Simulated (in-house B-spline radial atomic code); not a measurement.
# Mg⁶⁺: ionisation energy by several methods

How far do functionals differ on the ionisation energy of Mg⁶⁺? Each run solves Mg⁶⁺ and then the next ion ([He] 2s2 2p1).

Program: in-house B-spline radial atomic code version 1. Level of theory: Dirac-Coulomb, several functionals; spherical all-electron atom at the radial basis limit. These are calculated values, not measurements, unless marked.

## Step 1: Starting point

```
element       : magnesium (Z = 12)
charge        : +6
electrons     : 6
configuration : [He] 2s2 2p2
nucleus       : Fermi, rms radius 3.057 fm
```

Outer shells as boxes (Hund's rule):

[He] 2s2 2p2
```
[He] core
2s [↑↓]
2p [↑ ][↑ ][  ]
```

The boxes only draw the filling; these runs are spin-restricted and spherical.

## Step 2: PBEsol, a GGA

Input settings:

```ini
Z = 12
electrons = 6.0
configuration = [He] 2s2 2p2
hamiltonian = dirac
method = pbesol
spin_polarised = False
nucleus = fermi
rms_radius = 3.057
mass_number = 24
atomic_mass = 23.985041689
speed_of_light = 137.035999084
```

## Step 3: LDA (PW92)

Changes to the settings of step 2:

```diff
@@ -4,3 +4,3 @@
 hamiltonian = dirac
-method = pbesol
+method = lda,pw
 spin_polarised = False
```

## Step 4: LDA (VWN5)

Changes to the settings of step 3:

```diff
@@ -4,3 +4,3 @@
 hamiltonian = dirac
-method = lda,pw
+method = lda,vwn
 spin_polarised = False
```

## Step 5: BP86, a GGA

Changes to the settings of step 4:

```diff
@@ -4,3 +4,3 @@
 hamiltonian = dirac
-method = lda,vwn
+method = b88,p86
 spin_polarised = False
```

## Step 6: BLYP, a GGA

Changes to the settings of step 5:

```diff
@@ -4,3 +4,3 @@
 hamiltonian = dirac
-method = b88,p86
+method = b88,lyp
 spin_polarised = False
```

## Step 7: exchange-only LDA

Changes to the settings of step 6:

```diff
@@ -4,3 +4,3 @@
 hamiltonian = dirac
-method = b88,lyp
+method = lda,
 spin_polarised = False
```

**Question.** The tabulated ionisation energy is 225.02 ± 0.06 eV (semi-empirical; NIST Atomic Spectra Database). What does each method give, and which comes nearest?

The runs gave:

| method | rung | total energy (hartree) | ΔSCF (eV) | with Breit, QED, recoil (eV) | −ε highest (eV) | corrected ΔSCF less tabulated (eV) |
| --- | --- | --- | --- | --- | --- | --- |
| LDA (PW92) | LDA | -179.3779 | 222.74 | 222.71 | 202.43 (2p3/2) | -2.31 |
| LDA (VWN5) | LDA | -179.3805 | 222.76 | 222.72 | 202.45 (2p3/2) | -2.30 |
| exchange-only LDA | LDA | -178.8641 | 220.58 | 220.54 | 200.28 (2p3/2) | -4.48 |
| PBEsol | GGA | -179.8126 | 222.44 | 222.40 | 202.16 (2p3/2) | -2.62 |
| BP86 | GGA | -180.3354 | 222.90 | 222.87 | 202.59 (2p3/2) | -2.15 |
| BLYP | GGA | -180.3321 | 223.03 | 222.99 | 202.66 (2p3/2) | -2.03 |

**Reading.** Tables give 225.02 ± 0.06 eV (semi-empirical; NIST Atomic Spectra Database) for the ionisation energy. BLYP misses by -2.03 eV, the least, and exchange-only LDA by -4.48 eV (2.0 %), the most. Open shells are averaged (over orientations, and over spins where the run is restricted), while tables refer to the lowest levels. For the semilocal functionals minus the highest level recovers only 91 % of their own ΔSCF value, a mark of self-interaction.
